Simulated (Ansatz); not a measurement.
# OTa: the cost of one run

The runs use Ansatz 0.2.0, Gaussian basis; def2-QZVPP, core rule «outside noble gas», up to 5 orbitals frozen.

The runs, in order: UHF; ROHF; CCSD(T) on UHF.

### 1 What is computed

The geometry is a PBE0/def2-TZVP stationary point (not a proven minimum). No spin-orbit coupling is included. Elements past krypton take def2 core potentials.

2 atoms, charge 1, spin multiplicity 5.

Atoms are counted from 1 here; the program's logs count them from 0.

Bond lengths: Ta1–O2 1.864 Å.

Geometry (Å):

```xyz
2

Ta    0.0000    0.0000    0.0000
O     0.0000    0.0000    1.8642
```

### 2 UHF

The input, in.yaml:

```yaml
crystal:
  periodic: [false, false, false]
  atoms:
    - {symbol: Ta, position_ang: [0.000000, 0.000000, 0.000000]}
    - {symbol: O, position_ang: [0.000000, 0.000000, 1.864200]}
basis:
  gaussian: {orbitals: "def2-QZVPP.json"}
total_charge: 1
magnetization: {spin_polarized: true, initial_magnetization: 4}
hamiltonian: {xc: hf}
output: {orbitals: {seedname: orbitals}}
```

Launch:

```
ansatz run in.yaml --threads 1 --pin off --events-out ev --progress --plain --max-ram 4096MiB --backend cpu
```

What time and memory should one allow on 1 thread of AMD EPYC 7R13, shared host?

About 21 s, with a peak of 0.31 GiB.
